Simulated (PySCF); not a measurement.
# C2H6Sn (Sn(vinyl)H3): the cost of one run

Programs: PySCF 2.14.0, with routines of our own; each step states its level. All values are computed. Atoms count from 0.

## 1. The system as given

9 atoms, charge 0, multiplicity 1; geometry from: GFN2-xTB.

## 2. Geometry optimisation at PBE0-D3(BJ)/def2-SVP

What the job is given:

```
{"job": {"xc": "PBE0", "basis": "def2-SVP", "d3": "d3bj", "grid": 1, "maxiter": 30, "shake": 0.03, "kind": "geom"}, "charge": 0, "multiplicity": 1}
Sn    -0.116320     0.238760    -1.340790
C     -0.206050     0.286300     0.770120
C      0.308760    -0.641230     1.495140
H     -0.594740     1.132980     1.244140
H      0.877010    -1.499700     1.065810
H      0.323440    -0.581300     2.592260
H      1.392170     0.313690    -1.970910
H     -0.909080     1.679660    -1.945340
H     -0.942450    -0.998590    -1.936080
```

Started as:

```console
$ OMP_NUM_THREADS=1 python heavy_run.py task.json out
```

One launch serves the whole session: the jobs run in the order shown.

Q: Estimate the wall time and peak memory of this first job on 1 thread of Arm Neoverse N1, shared host.

About 25 s, with a peak of 0.33 GiB.
